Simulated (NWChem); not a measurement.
**C2H5BS (SMILES B1CSC1): levels of theory compared**

Wanted: a comparison of 4 runs (HF/STO-3G, HF/3-21G, B3LYP/6-31G*) of C2H5BS. 

Program for the calculation: NWChem 7.3.0.

## (1) The molecule

The species is C2H5BS (9 atoms), meant as a singlet with charge 0. SMILES: `B1CSC1`. The shape is that of a PBE0-D4/def2-TZVP optimisation.

Bond lengths: B1–C2 1.570 Å, C2–S3 1.830 Å, B1–C4 1.570 Å, S3–C4 1.830 Å, B1–H5 1.198 Å, C2–H6 1.094 Å, C2–H7 1.094 Å, C4–H8 1.094 Å, C4–H9 1.094 Å. Some angles: B1–C2–S3 89.3°, C2–B1–C4 99.5°, C2–S3–C4 81.8°, B1–C4–S3 89.3°, B1–C2–H6 115.6°, B1–C2–H7 115.7°, S3–C2–H6 114.0°, S3–C2–H7 113.9°, C2–B1–H5 130.2°, C4–B1–H5 130.2°.

## (2) Energy and forces at HF/STO-3G (run 1)

Input file calc.nw:

```
start calc
memory stack 880 mb heap 220 mb global 1100 mb
geometry units angstroms noautosym nocenter noautoz
  B    -0.398100    0.508200   -0.454700
  C     1.130600    0.463000   -0.098000
  S     0.830800   -1.041600    0.900400
  C    -0.888400   -0.752900    0.342500
  H    -1.010100    1.276100   -1.140200
  H     1.809600    0.309100   -0.942300
  H     1.507700    1.311400    0.481300
  H    -1.302200   -1.564800   -0.263400
  H    -1.591400   -0.554900    1.157400
end
basis "ao basis" spherical bse
  * library STO-3G
end
scf
  thresh 1e-08
  maxiter 80
  noprint "final vectors analysis"
end
task scf gradient
```

Launch:

```sh
$ nwchem calc.nw > calc.out
```

Standard output:

```text
[...]
  functions       =    29
[...]
  wavefunction    = RHF
[...]
         Total SCF energy =   -495.252255430015
      One-electron energy =   -971.429483458794
      Two-electron energy =    332.001612102328
 Nuclear repulsion energy =    144.175615926450
        Time for solution =      1.3s
[...]
                         RHF ENERGY GRADIENTS
    atom               coordinates                        gradient
                 x          y          z           x          y          z
   1 B      -0.752300   0.960359  -0.859258    0.021590  -0.027128   0.024006
   2 C       2.136524   0.874943  -0.185193   -0.007382   0.010269  -0.008866
   3 S       1.569984  -1.968339   1.701509    0.003025  -0.003843   0.003398
   4 C      -1.678833  -1.422775   0.647231   -0.008418   0.009601  -0.008592
   5 H      -1.908812   2.411479  -2.154666   -0.011189   0.014034  -0.012551
   6 H       3.419648   0.584114  -1.780689    0.004742  -0.001582  -0.004171
   7 H       2.849140   2.478187   0.909525    0.003073   0.004107   0.004037
   8 H      -2.460801  -2.957043  -0.497754   -0.001921  -0.005579  -0.002711
   9 H      -3.007310  -1.048609   2.187169   -0.003518   0.000120   0.005450
[...]
```

Run time: 2.1 s. Hardware: 1 thread of AMD EPYC 9R45 (Zen 5), shared host; peak memory 0.099 GiB.

## (3) Energy and forces at HF/3-21G (run 2)

Input file c2h5bs.xyz:

```xyz
9
C2H5BS
B     -0.398100     0.508200    -0.454700
C      1.130600     0.463000    -0.098000
S      0.830800    -1.041600     0.900400
C     -0.888400    -0.752900     0.342500
H     -1.010100     1.276100    -1.140200
H      1.809600     0.309100    -0.942300
H      1.507700     1.311400     0.481300
H     -1.302200    -1.564800    -0.263400
H     -1.591400    -0.554900     1.157400
```

Input file c2h5bs.nw:

```
start c2h5bs
title "C2H5BS"
memory total 2200 mb
charge 0

geometry units angstroms noautosym nocenter noautoz
  load format xyz c2h5bs.xyz
end

basis spherical bse
  * library 3-21G
end

scf
  thresh 1e-08
  maxiter 80
  print low
end

task scf gradient
```

Launch:

```sh
$ nwchem c2h5bs.nw > c2h5bs.out
```

Standard output:

```text
[...]
  functions       =    50
[...]
  wavefunction    = RHF
[...]
         Total SCF energy =   -498.280043026271
      One-electron energy =   -971.238475434842
      Two-electron energy =    328.782816482120
 Nuclear repulsion energy =    144.175615926450
        Time for solution =      1.5s
[...]
                         RHF ENERGY GRADIENTS
    atom               coordinates                        gradient
                 x          y          z           x          y          z
   1 B      -0.752300   0.960359  -0.859258    0.016010  -0.020107   0.017827
   2 C       2.136524   0.874943  -0.185193   -0.014856  -0.028704   0.017098
   3 S       1.569984  -1.968339   1.701509   -0.032278   0.040738  -0.035403
   4 C      -1.678833  -1.422775   0.647231    0.036020   0.001902   0.006035
   5 H      -1.908812   2.411479  -2.154666   -0.002704   0.003361  -0.003118
   6 H       3.419648   0.584114  -1.780689    0.004227  -0.000330  -0.006198
   7 H       2.849140   2.478187   0.909525    0.002256   0.006300   0.003332
   8 H      -2.460801  -2.957043  -0.497754   -0.003403  -0.004913  -0.004528
   9 H      -3.007310  -1.048609   2.187169   -0.005272   0.001752   0.004954
 Task  times  cpu:        1.9s     wall:        1.9s
[...]
```

Run time: 2.4 s. Hardware: 1 thread of AMD EPYC 9R45 (Zen 5), shared host; peak memory 0.099 GiB.

Run 3 isn't shown in full; the table further down has it.

## (4) Energy and gradient at B3LYP/6-31G(d) (Cartesian functions) (run 4)

Input file mymol.nw:

```
start mymol
memory 2200 mb

geometry units angstrom noautosym nocenter noautoz
  B     -0.398100     0.508200    -0.454700
  C      1.130600     0.463000    -0.098000
  S      0.830800    -1.041600     0.900400
  C     -0.888400    -0.752900     0.342500
  H     -1.010100     1.276100    -1.140200
  H      1.809600     0.309100    -0.942300
  H      1.507700     1.311400     0.481300
  H     -1.302200    -1.564800    -0.263400
  H     -1.591400    -0.554900     1.157400
end

basis "ao basis"
  * library 6-31G*
end

dft
  xc b3lyp
  grid xfine
  convergence energy 1e-08
  iterations 100
  mulliken
  print medium
end

task dft gradient
```

Launch:

```sh
$ nwchem mymol.nw > mymol.out
```

Standard output:

```text
[...]
          Wavefunction type:  closed shell.
          No. of atoms     :     9
          No. of electrons :    38
[...]
          Charge           :     0
          Spin multiplicity:     1
[...]
          AO basis - number of functions:    74
[...]
              XC Information
              --------------
                         B3LYP Method XC Potential
                     Hartree-Fock (Exact) Exchange  0.200
                        Slater Exchange Functional  0.800 local
                    Becke 1988 Exchange Functional  0.720 non-local
              Lee-Yang-Parr Correlation Functional  0.810
                  VWN I RPA Correlation Functional  0.190 local
[...]
 d= 0,ls=0.0,diis     1   -502.1856743668 -6.46D+02  9.62D-03  4.46D-01     2.7
[...]
 d= 0,ls=0.0,diis     8   -502.2285332419 -8.75D-10  1.20D-06  3.96D-09    18.2
         Total DFT energy =     -502.228533241922
      One electron energy =     -975.009216287642
           Coulomb energy =      371.110781407196
    Exchange-Corr. energy =      -42.505714287926
 Nuclear repulsion energy =      144.175615926450
[...]
  wavefunction    = closed shell
                         DFT ENERGY GRADIENTS
    atom               coordinates                        gradient
                 x          y          z           x          y          z
   1 B      -0.752300   0.960359  -0.859258    0.003920  -0.004896   0.004402
   2 C       2.136524   0.874943  -0.185193   -0.003079  -0.006636   0.003990
   3 S       1.569984  -1.968339   1.701509   -0.009433   0.011909  -0.010279
   4 C      -1.678833  -1.422775   0.647231    0.008188   0.000124   0.001563
   5 H      -1.908812   2.411479  -2.154666   -0.000004  -0.000005  -0.000032
   6 H       3.419648   0.584114  -1.780689   -0.001598  -0.000172   0.001547
   7 H       2.849140   2.478187   0.909525   -0.001087  -0.001813  -0.000732
   8 H      -2.460801  -2.957043  -0.497754    0.001296   0.001581   0.000922
   9 H      -3.007310  -1.048609   2.187169    0.001797  -0.000092  -0.001381
[...]
```

Wall time 24 s (1 thread of AMD EPYC 9R45 (Zen 5), shared host); peak memory 0.15 GiB.

## (5) Overview of the runs

```csv
run,level,iteration cap,module,energy (Eh),dipole moment (D),largest force (eV/Å),wall time
1,HF/STO-3G,80,scf,-495.252255,0.86,2.168,2.1 s
2,HF/3-21G,80,scf,-498.280043,–,3.234,2.4 s
3,B3LYP/6-31G* (spherical functions),100,dft,-502.223856,1.65,0.936,23 s
4,B3LYP/6-31G* (Cartesian functions),100,dft,-502.228533,1.65,0.943,24 s
```

## (6) Results

```
                       quantity          value
            run 4: total energy  -502.22853 Eh
           run 4: dipole moment         1.65 D
             run 4: HOMO energy       -5.98 eV
             run 4: LUMO energy       -1.38 eV
           run 4: HOMO–LUMO gap        4.60 eV
run 4: largest force on an atom     0.943 eV/Å
```

**Reading.** Over runs 1, 3, 4 the dipole moment (its size) runs from 0.86 D (HF/STO-3G) to 1.65 D (B3LYP/6-31G*). The two ends differ in method and basis. In run 1 the basis is minimal, so the values are rough. All runs together took 51 s, the longest 24 s.
